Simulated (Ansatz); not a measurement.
# CH7AlBInO: one species, many methods

One table from this session's results is given with a row withheld; the runs are named, their logs left out.

Program: Ansatz 0.2.0, Gaussian basis. Level of theory: functionals in def2-TZVPP, the program's frozen cores in correlated methods. These are calculated values, not measurements.

Levels to be run: LDA (SPW92), PBE-D4, revPBE-D4, BLYP-D4, r2SCAN-D4, B97M-V, PBE0-D4, B3LYP-D4, r2SCANh-D4, r2SCAN0-D4, HSE06-D4, BHLYP-D4, CAM-B3LYP-D4, LC-ωPBE, ωB97X-V, ωB97M-V, B2PLYP, PBE-QIDH; CCSD(T)/def2-SVP; CCSD(T)/def2-TZVPP; MP2/def2-QZVPP; extrapolation to the limit; RPA on PBE.

**The geometry**

An earlier PBE0-D4 in a triple-zeta def2 set relaxation fixed the geometry. In takes the def2 core potential; no spin-orbit term is included.

SMILES `C[BH][Al]([OH])[InH2]`, 12 atoms, charge 0, spin multiplicity 1.

Atoms are counted from 1 here; the program's logs count them from 0.

Bond lengths: C1–B2 1.557 Å, C1–H6 1.091 Å, C1–H7 1.094 Å, C1–H8 1.106 Å, B2–Al3 2.141 Å, B2–H9 1.207 Å, Al3–O4 1.713 Å, Al3–In5 2.679 Å, O4–H10 0.956 Å, In5–H11 1.741 Å, In5–H12 1.742 Å. Angles: B2–C1–H6 117.4°, B2–C1–H7 114.2°, B2–C1–H8 102.9°, H6–C1–H7 109.9°, H6–C1–H8 106.3°, H7–C1–H8 104.8°, C1–B2–Al3 125.7°, C1–B2–H9 115.5°, Al3–B2–H9 118.4°, B2–Al3–O4 121.7°, B2–Al3–In5 128.0°, O4–Al3–In5 110.3°, Al3–O4–H10 123.1°, Al3–In5–H11 123.9°, Al3–In5–H12 123.5°, H11–In5–H12 112.6°.

Set-up of the first run:

Input file in.yaml:

```yaml
crystal:
  periodic: [false, false, false]
  atoms:
    - {symbol: C, position_ang: [-0.283009, -0.968288, 2.141418]}
    - {symbol: B, position_ang: [-0.958975, -0.696418, 0.764865]}
    - {symbol: Al, position_ang: [0.051308, -0.113248, -1.030942]}
    - {symbol: O, position_ang: [0.479624, -1.253986, -2.234753]}
    - {symbol: In, position_ang: [0.818966, 2.345426, -1.766424]}
    - {symbol: H, position_ang: [0.781972, -1.205982, 2.138956]}
    - {symbol: H, position_ang: [-0.821987, -1.680817, 2.772502]}
    - {symbol: H, position_ang: [-0.384167, 0.001912, 2.662153]}
    - {symbol: H, position_ang: [-2.165560, -0.707456, 0.767004]}
    - {symbol: H, position_ang: [0.285656, -2.187622, -2.161216]}
    - {symbol: H, position_ang: [-0.171670, 3.435712, -2.694557]}
    - {symbol: H, position_ang: [2.367853, 3.030757, -1.359006]}
basis:
  gaussian: {orbitals: def2-TZVPP}
hamiltonian: {xc: lda}
output: {orbitals: {seedname: orbitals}}
```

Started as:

```
ansatz run in.yaml --threads 4 --pin off --events-out ev --progress --plain --max-ram 10444MiB
```

Steps of the session up to this table: LDA; PBE-D4 (GGA); revPBE-D4 (GGA); BLYP-D4 (GGA); r2SCAN-D4 (meta-GGA); B97M-V (meta-GGA); PBE0-D4 (hybrid); B3LYP-D4 (hybrid); r2SCANh-D4 (hybrid); r2SCAN0-D4 (hybrid); HSE06-D4 (hybrid); BHLYP-D4 (hybrid); CAM-B3LYP-D4 (range-separated); LC-ωPBE (range-separated); ωB97X-V (range-separated); ωB97M-V (range-separated); B2PLYP (double hybrid); PBE-QIDH (double hybrid).

One table of the session follows, with a row left open; its other results are not shown here.

It belongs to the step «Orbital energies across the functionals». 

```
  functional  HOMO (eV)  LUMO (eV)  gap (eV)
 LDA (SPW92)      -5.31      -3.37      1.94
      PBE-D4      -5.20      -3.12      2.08
   revPBE-D4      -5.15      -3.01      2.14
     BLYP-D4      -5.08      -2.98      2.10
   r2SCAN-D4      -5.39      -2.88      2.51
      B97M-V          ?          ?         ?
     PBE0-D4      -6.17      -2.30      3.87
    B3LYP-D4      -6.01      -2.50      3.51
  r2SCANh-D4      -5.75      -2.59      3.16
  r2SCAN0-D4      -6.30      -2.18      4.12
    HSE06-D4      -5.79      -2.67      3.12
    BHLYP-D4      -7.05      -1.48      5.57
CAM-B3LYP-D4      -7.36      -1.34      6.02
     LC-ωPBE      -8.58      -0.26      8.32
     ωB97X-V      -8.29      -0.39      7.90
     ωB97M-V      -8.09      -0.64      7.45
```

Q: Estimate the row for B97M-V from the others.

**Answer.** HOMO (eV): -5.40; LUMO (eV): -3.02; gap (eV): 2.38. In the column «HOMO (eV)» it lies between r2SCANh-D4 (-5.75) and r2SCAN-D4 (-5.39).
